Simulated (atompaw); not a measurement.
# Pseudopotential generation for Cs: PAW (atompaw), PBE

Aim: build the potential from the settings below, then test how well it stands in for the atom: scattering, ghost states and the plane-wave cutoff that it needs.

Program: atompaw 4.2.0.5. Reference atom: PBE, scalar-relativistic, spherical and spin-unpolarised. All values are calculated.

15 further runs of the same task are left out: 10 that didn't finish, 5 set aside as unsound or not needed.

## Step 1: The atom and the settings

Typed settings, in words:

```json
{"element": "caesium (Cs, Z = 55)", "type": "PAW", "frozen core": "[Kr] 4d10", "valence charge": "9", "reference configuration": "5s2 5p6 5d0 6s1 6p0", "partial waves": "5s (bound): rc 3.00 bohr; 6s (bound): rc 2.35 bohr; 5p (bound): rc 2.30 bohr; 6p (bound, empty): rc 3.00 bohr; 5d (bound, empty): rc 3.00 bohr; 5d channel at 1.7 Ry: rc 3.00 bohr", "local potential": "troulliermartins scheme with l = 3 at 0.5 Ry, radius 2.90 bohr", "core correction": "smooth core density matched at 2.30 bohr", "augmentation charge": "besselshape compensation charge, radius 2.80 bohr; PAW radius 3.00 bohr; waves and projectors: custom rrkj vanderbiltortho"}
```

The outer shells as boxes (Hund's rule for the drawing; the calculation is spin-unpolarised):

```
[Kr] core
4d [↑↓][↑↓][↑↓][↑↓][↑↓]
5s [↑↓]
5p [↑↓][↑↓][↑↓]
5d [  ][  ][  ][  ][  ]
6s [↑ ]
6p [  ][  ][  ]
```

## Step 2: Generating the potential

Contents of Cs.input:

```
Cs 55
GGA-PBE scalarrelativistic loggrid 2001 logderivrange -4 5 226
6 6 5 0 0 0
6 0 1
6 1 0
5 2 0
0 0 0
c
c
c
c
v
v
c
c
c
v
v
c
c
v
2
3.00 2.80 2.90 2.30
n
n
y
1.7
n
custom rrkj vanderbiltortho besselshape
3 0.5 troulliermartins
3.00
2.35
2.30
3.00
3.00
3.00
PWSCFOUT
UPFDX 0.0125d0 UPFXMIN -7.d0 UPFZMESH 55.d0
END
```

Command:

```
atompaw < Cs.input > Cs.log
```

What does the calculation give? Wanted: cutoffs for 10 and 1 mRy, occupied levels; bound ghosts; largest phase difference near zero energy, channels read; lowest eigenvalue of the overlap; share of valence orbitals outside the PAW sphere; UPF file.

**Answer**, as computed:

```
                                                quantity                                       value
               cutoffs for 10 and 1 mRy, occupied levels                             12 Ry and 18 Ry
                                            bound ghosts                             s at -108.62 eV
largest phase difference near zero energy, channels read                                   0.018 rad
         lowest eigenvalue of the overlap (Bessel basis)                                   0.103 (p)
        share of valence orbitals outside the PAW sphere  5s 3 %, 6s 94 %, 5p 11 %, 6p 98 %, 5d 84 %
                                                UPF file                                     written
```

What this shows: It has a bound ghost (s), a state that the atom doesn't have, and that rules the file out. The potential is soft on the atom at that tolerance: the looser tolerance needs 12 Ry. The slowest occupied level is 5p: taken alone it needs 15 Ry to come within 1 mRy, against 10 Ry for 6s. Near zero energy the phases of the channels with partial waves agree within 0.018 rad. The pseudo curves have a pole with no partner nearby in the atom's: p at 1.44 Ry. At positive energy that is a spurious or a displaced resonance.
